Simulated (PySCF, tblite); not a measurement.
# ClFGe₂H₆OSi, a small molecule taken as a stand-in for a surface group (Ge site with back bonds [SiH3], O[GeH3], F): NMR shifts, core binding energies and electronic excitations

Aim: the NMR shifts, core binding energies and electronic excitations of `[F][Ge]([SiH3])([Cl])[O][GeH3]`.

Programs: tblite 0.8.0 and PySCF 2.14.0. All values are calculated, for the isolated system unless a continuum is named. Atoms count from 0, parts from 1.

## Step 1: Starting point

12 atoms, charge 0, multiplicity 1; geometry: distance geometry start.

## Step 2: Geometry optimisation with GFN2-xTB

What the job is given:

```
{"job": {"kind": "relax", "xc": "GFN2-xTB", "basis": "xTB"}, "charge": 0, "multiplicity": 1}
Ge    -0.356960     0.342039    -0.157670
Si    -2.512719    -0.528540    -0.234264
O      0.881910    -0.877971     0.350098
Ge     2.444810    -0.078401     0.008189
F      0.112013     0.848771    -1.798360
Cl    -0.140807     1.995642     1.180278
H     -3.194096    -0.195276    -1.496454
H     -2.512046    -1.975580    -0.072731
H     -3.221033     0.030112     0.901401
H      2.693952    -0.304766    -1.533755
H      3.588366    -0.676104     0.873670
H      2.228773     1.439797     0.306514
```

Level: GFN2-xTB geometry optimisation, gas phase.

Launch:

```bash
$ OMP_NUM_THREADS=1 python cluster_run.py task.json out
```

The driver reads the jobs from task.json and runs them one after another.

Standard output:

```text
step      E/eV     max force
  0    -602.33145    0.969
  1    -602.40149    0.797
  2    -602.56036    0.757
  3    -602.58312    0.432
  4    -602.62016    0.497
  5    -602.64374    0.601
  6    -602.68258    0.671
  7    -602.71458    0.478
  8    -602.74027    0.379
  9    -602.76010    0.376
 10    -602.78083    0.493
 11    -602.80141    0.439
 12    -602.81989    0.349
 13    -602.83523    0.372
 14    -602.84666    0.311
 15    -602.85444    0.270
 16    -602.86065    0.188
 17    -602.86629    0.226
 18    -602.87404    0.296
 19    -602.88447    0.335
 20    -602.89438    0.320
 21    -602.90113    0.251
 22    -602.90552    0.157
 23    -602.90906    0.143
 24    -602.91314    0.178
 25    -602.91826    0.219
 26    -602.92437    0.246
 27    -602.93127    0.243
 28    -602.93751    0.219
 29    -602.94131    0.188
 30    -602.94392    0.170
 31    -602.94751    0.211
 32    -602.95297    0.244
 33    -602.95948    0.316
 34    -602.96513    0.273
 35    -602.96895    0.150
 36    -602.97173    0.198
 37    -602.97574    0.254
 38    -602.98156    0.257
 39    -602.98846    0.252
 40    -602.99393    0.182
 41    -602.99731    0.184
 42    -603.00090    0.160
 43    -603.00462    0.132
 44    -603.00877    0.198
 45    -603.01223    0.184
 46    -603.01556    0.197
 47    -603.01785    0.116
 48    -603.01953    0.091
 49    -603.02034    0.052
 50    -603.02071    0.045
 51    -603.02099    0.055
 52    -603.02140    0.081
 53    -603.02189    0.089
 54    -603.02229    0.062
 55    -603.02248    0.027
 56    -603.02256    0.020
 57    -603.02262    0.024
 58    -603.02271    0.028
 59    -603.02283    0.037
 60    -603.02297    0.045
 61    -603.02309    0.035
 62    -603.02316    0.020
 63    -603.02321    0.016
 64    -603.02325    0.016
 65    -603.02330    0.023
 66    -603.02339    0.035
 67    -603.02353    0.049
 68    -603.02368    0.045
 69    -603.02378    0.022
 70    -603.02381    0.010
 71    -603.02382    0.008
 72    -603.02383    0.010
 73    -603.02385    0.014
 74    -603.02388    0.021
 75    -603.02390    0.020
 76    -603.02392    0.010
 77    -603.02393    0.006
```

Wall time 2.2 s (1 thread of Arm Neoverse V2, shared host).

Along the way:

```csv
step,energy from step 0 (eV),largest force (eV/Å)
0,0.0000,0.9690
3,-0.2517,0.4320
6,-0.3511,0.6706
9,-0.4286,0.3761
12,-0.4884,0.3488
15,-0.5230,0.2697
18,-0.5426,0.2961
21,-0.5697,0.2512
24,-0.5817,0.1783
27,-0.5998,0.2434
30,-0.6125,0.1698
33,-0.6280,0.3160
36,-0.6403,0.1982
39,-0.6570,0.2514
42,-0.6694,0.1603
45,-0.6808,0.1843
48,-0.6881,0.0907
51,-0.6895,0.0548
54,-0.6908,0.0616
57,-0.6912,0.0242
60,-0.6915,0.0453
63,-0.6918,0.0159
66,-0.6919,0.0351
69,-0.6923,0.0230
72,-0.6924,0.0099
75,-0.6925,0.0197
77,-0.6925,0.0064
```

Distances of close pairs at the start and the end, largest changes first:

```csv
bond,before (Å),after (Å),change (Å)
Ge3–H9,1.578,1.499,-0.079
Ge3–H11,1.562,1.499,-0.063
Ge0–Si1,2.326,2.384,+0.058
O2–Ge3,1.789,1.736,-0.053
Ge3–H10,1.554,1.501,-0.052
Ge0–O2,1.811,1.761,-0.050
Ge0–F4,1.780,1.813,+0.033
Ge0–Cl5,2.138,2.120,-0.018
```

## Step 3: Relaxing the molecule at PBE0-D3(BJ)/def2-SVP

What the job is given:

```
{"job": {"xc": "PBE0", "basis": "def2-SVP", "d3": "d3bj", "grid": 2, "kind": "geom", "shake": 0.01}, "charge": 0, "multiplicity": 1}
Ge    -0.643218     0.857765     0.036134
Si    -2.415099    -0.743335    -0.042838
O      0.774966    -0.098293     0.146355
Ge     2.556255    -0.238755     0.076842
F     -0.499638     1.663895    -1.602743
Cl    -0.389576     2.563132     1.299023
H     -3.064838    -0.627196    -1.337518
H     -1.775835    -2.046017     0.130760
H     -3.338597    -0.431417     1.070421
H      2.850990    -0.713579    -1.294253
H      2.809604    -1.288229     1.126780
H      3.173477     1.074444     0.408038
```

Standard output:

```text
step   0  E = -5080.61994558  max force = 0.046300
step   1  E = -5080.62980260  max force = 0.013598
step   2  E = -5080.63159576  max force = 0.008379
step   3  E = -5080.63266980  max force = 0.005950
step   4  E = -5080.63362169  max force = 0.004331
step   5  E = -5080.63382245  max force = 0.001794
step   6  E = -5080.63390294  max force = 0.001042
step   7  E = -5080.63391715  max force = 0.000463
step   8  E = -5080.63394134  max force = 0.000497
step   9  E = -5080.63395088  max force = 0.000555
step  10  E = -5080.63395936  max force = 0.000317
optimisation converged
```

Wall time 3.6 min (1 thread of Arm Neoverse V2, shared host); peak memory 0.84 GiB.

Step by step:

```csv
step,energy from step 0 (eV),largest force component (eV/Å)
0,0.0000,2.3808
1,-0.2682,0.6992
2,-0.3170,0.4309
3,-0.3462,0.3060
4,-0.3721,0.2227
5,-0.3776,0.0923
6,-0.3798,0.0536
7,-0.3802,0.0238
8,-0.3808,0.0256
9,-0.3811,0.0285
10,-0.3813,0.0163
```

Distances of close pairs at the start and the end, largest changes first:

```csv
bond,before (Å),after (Å),change (Å)
Ge0–F4,1.832,1.743,-0.089
Ge3–H9,1.481,1.536,+0.056
Ge3–H11,1.488,1.537,+0.049
Si1–H6,1.453,1.490,+0.037
Ge0–O2,1.714,1.746,+0.032
Ge3–H10,1.506,1.535,+0.029
Si1–H7,1.461,1.490,+0.028
Ge0–Cl5,2.137,2.159,+0.022
```

The next job starts from the end point, and lists it.

```csv
at the end point,value
point group (found at 0.08 Å tolerance),C1
"rotational constants (GHz, main isotopes)","1.630, 0.589, 0.516"
dipole moment (D),1.85
```

## Step 4: NMR shieldings: PBE0/pcSseg-1

What the job is given:

```
{"job": {"kind": "nmr", "xc": "PBE0", "basis": "pcSseg-1"}, "charge": 0, "multiplicity": 1}
Ge    -0.497356     0.533298    -0.061700
Si    -2.584218    -0.614031    -0.012109
O      0.859001    -0.550821     0.119064
Ge     2.611412    -0.153677     0.043026
F     -0.246201     1.364807    -1.572335
Cl    -0.324838     2.092699     1.421276
H     -3.293267    -0.326163    -1.290646
H     -2.299114    -2.069296     0.129081
H     -3.359297    -0.104629     1.153633
H      3.121260    -0.596236    -1.336787
H      3.264549    -0.962832     1.172479
H      2.786602     1.359345     0.252107
```

Method: GIAO PBE0/pcSseg-1 NMR shielding, non-relativistic, gas phase.

Standard output:

```text
coarse grid: 52872 points
cycle   1  E = -5080.7763611922  dE = -1.004e+00  |g| = 1.574e+00  |ddm| = 3.425e+00
cycle   2  E = -5080.2309117030  dE =  5.454e-01  |g| = 2.319e+00  |ddm| = 2.214e+00
cycle   3  E = -5081.0053414440  dE = -7.744e-01  |g| = 4.351e-01  |ddm| = 1.657e+00
cycle   4  E = -5081.0375511354  dE = -3.221e-02  |g| = 1.249e-01  |ddm| = 3.450e-01
cycle   5  E = -5081.0394500580  dE = -1.899e-03  |g| = 5.138e-02  |ddm| = 1.012e-01
cycle   6  E = -5081.0398518969  dE = -4.018e-04  |g| = 8.138e-03  |ddm| = 3.327e-02
cycle   7  E = -5081.0398605080  dE = -8.611e-06  |g| = 2.198e-03  |ddm| = 7.807e-03
final grid: 104792 points
cycle   8  E = -5081.0398926370  dE =  3.058e-07  |g| = 2.723e-03  |ddm| = 5.493e-03
cycle   9  E = -5081.0398916537  dE =  9.833e-07  |g| = 3.704e-03  |ddm| = 6.288e-03
cycle  10  E = -5081.0398942558  dE = -2.602e-06  |g| = 3.915e-04  |ddm| = 3.339e-03
cycle  11  E = -5081.0398942853  dE = -2.945e-08  |g| = 1.217e-04  |ddm| = 3.413e-04
cycle  12  E = -5081.0398942876  dE = -2.321e-09  |g| = 1.090e-05  |ddm| = 7.585e-05
cycle  13  E = -5081.0398942876  dE =  7.276e-12  |g| = 5.623e-06  |ddm| = 9.575e-06
converged SCF energy = -5081.0398942876

GIAO shielding tensors (ppm)
atom      isotropic    diamagn.    paramagn.     s11        s22        s33       span
  0 Ge    1264.510    2758.538   -1494.027   1197.473   1258.059   1337.999    140.526
  1 Si     440.133     878.423    -438.290    424.978    438.330    457.092     32.114
  2 O      255.322     409.805    -154.484    182.321    286.349    297.295    114.974
  3 Ge    1411.055    2755.292   -1344.237   1279.668   1337.308   1616.189    336.522
  4 F      282.425     479.223    -196.799    219.730    271.927    355.617    135.887
  5 Cl     809.666    1150.029    -340.363    653.614    751.837   1023.546    369.932
  6 H       27.278      26.827       0.451     23.355     25.368     33.111      9.756
  7 H       27.323      27.409      -0.086     23.162     25.901     32.906      9.744
  8 H       27.403      26.881       0.522     23.192     26.134     32.882      9.690
  9 H       26.068      27.855      -1.787     19.220     22.030     36.954     17.734
 10 H       26.190      27.718      -1.528     19.424     21.866     37.279     17.854
 11 H       25.729      28.026      -2.297     18.276     24.579     34.330     16.054
```

Wall time 34 s (1 thread of Arm Neoverse V2, shared host); peak memory 1 GiB.

Shifts follow as δ = σ(reference) − σ, with reference shieldings (ppm) from runs at the same level and on the same kind of geometry: ¹H TMS 31.27, ²⁹Si TMS 352.0, ¹⁹F CFCl3 177.2, ¹⁷O H2O 334.6, ⁷³Ge GeMe4 1330, ³⁵Cl HCl 943. The references are single molecules in the gas phase, so shifts against H2O, NH3, PH3, H3PO4 or CFCl3 are not on the usual liquid scales and can be off by tens of ppm.

```csv
atoms,environment,σ (ppm),δ (ppm)
H11,hydrogen on a germanium bonded to O,25.73,5.54
H9,hydrogen on a germanium bonded to O,26.07,5.20
H10,hydrogen on a germanium bonded to O,26.19,5.08
H6,hydrogen on a silicon bonded to Ge,27.28,3.99
H7,hydrogen on a silicon bonded to Ge,27.32,3.94
H8,hydrogen on a silicon bonded to Ge,27.40,3.86
Ge0,"germanium bonded to Cl, F, O, Si",1265,66
Ge3,"germanium bonded to O, 3 H",1411,-81
Si1,"silicon bonded to Ge, 3 H",440.1,-88.1
O2,oxygen bonded to 2 Ge,255.3,79.2
F4,fluorine bonded to Ge,282.4,-105.2
Cl5,chlorine bonded to Ge,810,134
```

Charges from the same density, by scheme (e):

```csv
atoms,Mulliken,IAO,Hirshfeld,ESP fit
Ge0,0.96,1.12,0.45,0.48
Si1,0.39,0.30,0.27,0.30
O2,-0.90,-0.81,-0.34,-0.41
Ge3,0.51,0.71,0.39,0.39
F4,-0.48,-0.52,-0.25,-0.28
Cl5,-0.33,-0.32,-0.16,-0.20
```

Mayer bond orders: Ge0–Si1 0.83, Ge0–O2 0.89, O2–Ge3 0.73, Ge0–F4 0.80, Ge0–Cl5 0.92.

## Step 5: X-ray photoelectron lines: SCAN, X2C

The job, as its differences from that of step 4:

```diff
@@ -1,2 +1,2 @@
-{"job": {"kind": "nmr", "xc": "PBE0", "basis": "pcSseg-1"}, "charge": 0, "multiplicity": 1}
+{"job": {"kind": "xps", "holes": 5}, "charge": 0, "multiplicity": 1}
 Ge    -0.497356     0.533298    -0.061700
```

With the program's defaults for keys left out, this is: delta-SCF UKS SCAN, pcX-2 on the ionised atom, pcseg-1 elsewhere, spin-free X2C.

Standard output:

```text
ground state, core basis on atom 1 (Si), 190 functions
  cycle   1  E = -5118.21818029  |g| = 9.12e-01
  cycle   2  E = -5117.43681041  |g| = 2.15e+00
  cycle   3  E = -5118.36105289  |g| = 2.89e-01
  cycle   4  E = -5118.37923378  |g| = 1.40e-01
  cycle   5  E = -5118.38260320  |g| = 5.49e-02
  cycle   6  E = -5118.38324411  |g| = 1.10e-02
  cycle   7  E = -5118.38327945  |g| = 2.47e-03
  cycle   8  E = -5118.38328071  |g| = 4.67e-04
  E(ground) = -5118.63926343 Eh
hole in Si 2p of atom 1
  cycle   1  E = -5114.07867346  |g| = 1.23e+00
  cycle   2  E = -5112.73198688  |g| = 1.69e+00
  cycle   3  E = -5114.23452697  |g| = 5.38e-01
  cycle   4  E = -5114.36266251  |g| = 3.57e-01
  cycle   5  E = -5114.39968835  |g| = 1.66e-01
  cycle   6  E = -5114.41212375  |g| = 6.07e-02
  cycle   7  E = -5114.41387231  |g| = 1.69e-02
  cycle   8  E = -5114.41394357  |g| = 8.74e-03
  cycle   9  E = -5114.41397905  |g| = 2.69e-03
  cycle  10  E = -5114.41398050  |g| = 5.63e-04
  cycle  11  E = -5114.41398171  |g| = 1.80e-04
  E(ion) = -5114.68039224 Eh   <S^2> = 0.7534   hole on atom = 1.002   binding energy = 107.726 eV
  2p3/2 = 107.493 eV   2p1/2 = 108.116 eV
ground state, core basis on atom 2 (O), 179 functions
  cycle   1  E = -5118.32506237  |g| = 1.16e-01
  cycle   2  E = -5118.32008801  |g| = 1.79e-01
  cycle   3  E = -5118.32543356  |g| = 5.93e-02
  cycle   4  E = -5118.32607777  |g| = 9.68e-03
  cycle   5  E = -5118.32609593  |g| = 3.94e-03
  cycle   6  E = -5118.32609961  |g| = 4.45e-04
  E(ground) = -5118.62085786 Eh
hole in O 1s of atom 2
  cycle   1  E = -5097.71402412  |g| = 2.24e+00
  cycle   2  E = -5096.93044148  |g| = 2.38e+00
  cycle   3  E = -5098.45606773  |g| = 5.40e-01
  cycle   4  E = -5098.49257183  |g| = 4.29e-01
  cycle   5  E = -5098.57374302  |g| = 1.11e-01
  cycle   6  E = -5098.57708105  |g| = 4.69e-02
  cycle   7  E = -5098.57818131  |g| = 1.14e-02
  cycle   8  E = -5098.57825532  |g| = 2.35e-03
  cycle   9  E = -5098.57826083  |g| = 7.44e-04
  cycle  10  E = -5098.57825924  |g| = 2.19e-04
  E(ion) = -5098.87418584 Eh   <S^2> = 0.7645   hole on atom = 1.000   binding energy = 537.334 eV
ground state, core basis on atom 4 (F), 179 functions
  cycle   1  E = -5118.33299501  |g| = 1.79e-01
  cycle   2  E = -5118.31670999  |g| = 3.23e-01
  cycle   3  E = -5118.33581180  |g| = 5.68e-02
  cycle   4  E = -5118.33640742  |g| = 1.50e-02
  cycle   5  E = -5118.33647382  |g| = 2.93e-03
  cycle   6  E = -5118.33647340  |g| = 9.61e-04
  cycle   7  E = -5118.33647575  |g| = 3.05e-04
  E(ground) = -5118.63632929 Eh
hole in F 1s of atom 4
  cycle   1  E = -5092.00793043  |g| = 2.59e+00
  cycle   2  E = -5091.84429629  |g| = 2.20e+00
  cycle   3  E = -5092.82054921  |g| = 4.93e-01
  cycle   4  E = -5092.75903054  |g| = 6.27e-01
  cycle   5  E = -5092.92064182  |g| = 1.35e-01
  cycle   6  E = -5092.92917345  |g| = 4.64e-02
  cycle   7  E = -5092.93053448  |g| = 9.93e-03
  cycle   8  E = -5092.93060936  |g| = 2.08e-03
  cycle   9  E = -5092.93060974  |g| = 5.31e-04
  cycle  10  E = -5092.93061008  |g| = 2.27e-04
  E(ion) = -5093.23684168 Eh   <S^2> = 0.7573   hole on atom = 1.000   binding energy = 691.155 eV
ground state, core basis on atom 5 (Cl), 190 functions
  cycle   1  E = -5118.47541147  |g| = 4.93e-01
  cycle   2  E = -5118.47157597  |g| = 1.83e-01
  cycle   3  E = -5118.46163566  |g| = 3.01e-01
  cycle   4  E = -5118.47685312  |g| = 2.33e-02
  cycle   5  E = -5118.47691484  |g| = 1.44e-02
  cycle   6  E = -5118.47696293  |g| = 2.13e-03
  cycle   7  E = -5118.47696677  |g| = 5.46e-04
  cycle   8  E = -5118.47696621  |g| = 2.10e-04
  E(ground) = -5118.75833614 Eh
hole in Cl 2p of atom 5
  cycle   1  E = -5110.41554760  |g| = 1.71e+00
  cycle   2  E = -5110.39968571  |g| = 1.29e+00
  cycle   3  E = -5110.78666288  |g| = 4.86e-01
  cycle   4  E = -5110.86122869  |g| = 2.91e-01
  cycle   5  E = -5110.89033446  |g| = 9.77e-02
  cycle   6  E = -5110.89378240  |g| = 5.11e-02
  cycle   7  E = -5110.89466222  |g| = 1.02e-02
  cycle   8  E = -5110.89471957  |g| = 2.69e-03
  cycle   9  E = -5110.89472046  |g| = 6.66e-04
  cycle  10  E = -5110.89472370  |g| = 1.07e-04
  E(ion) = -5111.18473436 Eh   <S^2> = 0.7522   hole on atom = 1.001   binding energy = 206.088 eV
  2p3/2 = 205.504 eV   2p1/2 = 207.158 eV
```

Wall time 35 s (1 thread of Arm Neoverse V2, shared host); peak memory 0.67 GiB.

Binding energies by hole, beside the orbital energy of the ground state; the difference holds orbital relaxation and, for a density functional, its self-interaction error:

```csv
hole,stands for,environment,ΔSCF (eV; 2p as the shell's mean),−ε (eV),⟨S²⟩
Si2p on Si1,Si1,"silicon bonded to Ge, 3 H",107.70,97.2,0.753
O1s on O2,O2,oxygen bonded to 2 Ge,537.33,516.9,0.764
F1s on F4,F4,fluorine bonded to Ge,691.16,666.0,0.757
Cl2p on Cl5,Cl5,chlorine bonded to Ge,206.05,193.4,0.752
```

With the spin-orbit splitting: Si1 2p3/2 107.49, 2p1/2 108.12 eV; Cl5 2p3/2 205.50, 2p1/2 207.16 eV. The table gives each 2p level as the mean over the whole 2p shell (two parts 2p3/2, one part 2p1/2), which differs a little from the single hole in the log.

## Step 6: Excited states and response: CAM-B3LYP/def2-SVPD

The job, as its differences from that of step 5:

```diff
@@ -1,2 +1,2 @@
-{"job": {"kind": "xps", "holes": 5}, "charge": 0, "multiplicity": 1}
+{"job": {"kind": "uv", "xc": "CAM-B3LYP", "basis": "def2-SVPD", "nstates": 6, "ntriplets": 2, "ip": true}, "charge": 0, "multiplicity": 1}
 Ge    -0.497356     0.533298    -0.061700
```

Method: TDDFT CAM-B3LYP/def2-SVPD, vertical, gas phase, core orbitals frozen in the response.

Standard output:

```text
coarse grid: 52872 points
cycle   1  E = -5081.6211957243  dE = -9.721e-01  |g| = 1.110e+00  |ddm| = 4.242e+00
cycle   2  E = -5081.3808881974  dE =  2.403e-01  |g| = 1.647e+00  |ddm| = 3.508e+00
cycle   3  E = -5081.8314217453  dE = -4.505e-01  |g| = 1.668e-01  |ddm| = 2.001e+00
cycle   4  E = -5081.8364115212  dE = -4.990e-03  |g| = 5.745e-02  |ddm| = 2.813e-01
cycle   5  E = -5081.8369394411  dE = -5.279e-04  |g| = 2.150e-02  |ddm| = 7.051e-02
cycle   6  E = -5081.8370171431  dE = -7.770e-05  |g| = 4.534e-03  |ddm| = 2.558e-02
cycle   7  E = -5081.8370219028  dE = -4.760e-06  |g| = 1.066e-03  |ddm| = 7.908e-03
final grid: 104792 points
cycle   8  E = -5081.8369933805  dE = -2.488e-07  |g| = 8.973e-04  |ddm| = 4.197e-03
cycle   9  E = -5081.8369933987  dE = -1.820e-08  |g| = 8.971e-04  |ddm| = 2.306e-03
cycle  10  E = -5081.8369934893  dE = -9.066e-08  |g| = 1.261e-04  |ddm| = 1.083e-03
cycle  11  E = -5081.8369934923  dE = -2.998e-09  |g| = 3.297e-05  |ddm| = 1.560e-04
cycle  12  E = -5081.8369934927  dE = -3.783e-10  |g| = 1.390e-05  |ddm| = 8.486e-05
converged SCF energy = -5081.8369934927

Static polarisability (au): isotropic 105.549, principal 89.431 104.672 122.544

Singlet excitations
state   eV       nm        f      main configurations
  1   7.0200    176.6   0.00552   H-1->L 0.44, H->L 0.17, H->L+1 0.15
  2   7.1228    174.1   0.22026   H->L 0.49, H->L+2 0.09, H-1->L 0.09
  3   7.2357    171.4   0.01010   H->L+1 0.29, H->L+2 0.24, H-1->L+1 0.22
  4   7.3484    168.7   0.05914   H-3->L 0.26, H->L+1 0.25, H-1->L 0.12
  5   7.4443    166.5   0.11854   H-2->L 0.34, H->L+2 0.20, H-2->L+1 0.13
  6   7.6238    162.6   0.11503   H-1->L+2 0.19, H->L+2 0.14, H-2->L 0.12

Triplet excitations (Tamm-Dancoff, eV): 6.2165 6.5106
Vertical ionisation energy (delta-SCF) = 10.7957 eV
```

Wall time 6.4 min (1 thread of Arm Neoverse V2, shared host); peak memory 1.3 GiB.

Frontier orbitals and where they lie:

```csv
orbital,eV,atoms
HOMO−3,-10.84,"Cl5 75 %, Ge0 6 %, F4 4 %"
HOMO−2,-10.63,"O2 36 %, Ge3 20 %, Cl5 13 %"
HOMO−1,-10.30,"O2 33 %, Cl5 27 %, Ge3 11 %"
HOMO,-10.11,"Cl5 30 %, O2 18 %, Si1 15 %"
LUMO,0.02,"Si1 26 %, Ge0 17 %, Cl5 17 %"
LUMO+1,0.33,"Si1 25 %, Ge0 21 %, Ge3 11 %"
LUMO+2,0.46,"Si1 32 %, Ge0 25 %, H8 8 %"
```

With each of the 6 states as a Gaussian band of 0.4 eV half-width at 1/e, the curve within the window shown has maxima at 169 nm (ε 17,000) L/(mol cm). Beyond the last state computed it falls off for lack of states. The curve at chosen wavelengths:

| nm | ε (L/mol/cm) |
| --- | --- |
| 156 | 4281 |
| 157 | 5398 |
| 159 | 7933 |
| 160 | 9279 |
| 162 | 11916 |
| 163 | 13123 |
| 165 | 15131 |
| 166 | 15877 |
| 168 | 16756 |
| 169 | 16870 |
| 170 | 16766 |
| 172 | 15929 |
| 173 | 15228 |
| 175 | 13381 |
| 176 | 12296 |
| 178 | 9976 |
| 179 | 8807 |
| 180 | 7672 |
| 182 | 5595 |
| 183 | 4686 |
| 185 | 3164 |
| 186 | 2552 |
| 188 | 1601 |
| 189 | 1246 |
| 191 | 731 |
| 192 | 550 |

Further results of this job:

```csv
property,computed
dipole moment (D),2.15
polarisability (Å³),15.64
HOMO–LUMO gap (eV),10.14
−ε(HOMO) (eV),10.11
```

## Step 7: Results

| quantity | value |
| --- | --- |
| point group | C1 |
| rotational constants (main isotopes) | 1.63, 0.59, 0.52 GHz |
| ¹H shifts against TMS (PBE0/pcSseg-1) | 5.54, 5.20, 5.08, 3.99, 3.94, 3.86 ppm |
| ⁷³Ge shifts against GeMe4 (PBE0/pcSseg-1) | 66, -81 ppm |
| ²⁹Si shifts against TMS (PBE0/pcSseg-1) | -88.1 ppm |
| ¹⁷O shifts against H2O (PBE0/pcSseg-1) | 79.2 ppm |
| ¹⁹F shifts against CFCl3 (PBE0/pcSseg-1) | -105.2 ppm |
| ³⁵Cl shifts against HCl (PBE0/pcSseg-1) | 134 ppm |
| Si2p binding energies, SCAN/pcX-2 | Si1 107.70 eV |
| O1s binding energies, SCAN/pcX-2 | O2 537.33 eV |
| F1s binding energies, SCAN/pcX-2 | F4 691.16 eV |
| Cl2p binding energies, SCAN/pcX-2 | Cl5 206.05 eV |
| lowest singlet (CAM-B3LYP/def2-SVPD) | 7.02 eV (177 nm), f = 0.006 |
| brightest single state of those computed | state 2, 7.12 eV, f = 0.220 |
| lowest triplet | 6.22 eV |
| vertical ionisation energy (ΔSCF) | 10.80 eV |

The start of the PBE0/def2-SVP relaxation was shaken at random by about 0.01 Å, so part of the energy gained, and of the first lengths quoted, undoes that. Relaxing lowered the energy by 0.381 eV in 10 steps; the close pair that moved most is Ge0–F4, from 1.832 to 1.743 Å (PBE0/def2-SVP). No frequency check was run at this level, so the end point may be a saddle. Hydrogens of an XH3 group are listed apart at this fixed geometry; free rotation makes them one line at their mean. At PBE0/pcSseg-1: The largest span, 370 ppm, is at Cl5, where the paramagnetic term is -340 ppm. The lowest singlet, at 7.02 eV, is HOMO−1→LUMO 0.44, HOMO→LUMO 0.17 and is weak; of the 6 states computed, the strongest absorption comes from state 2 at 7.12 eV (the last state computed absorbs too, and its partners may lie past the list). The lowest triplet lies 0.80 eV below the lowest singlet (triplets in Tamm-Dancoff, singlets in full TDDFT). ΔSCF puts the ionisation energy at 10.80 eV, 0.68 eV above −ε(HOMO). Spin-orbit coupling is left out, which matters for shieldings and couplings at and beside the heavy atoms. A capped cluster stands for the solid here, so long-range fields and strain are missing, and bands or shifts of the capping hydrogens have no counterpart in it.
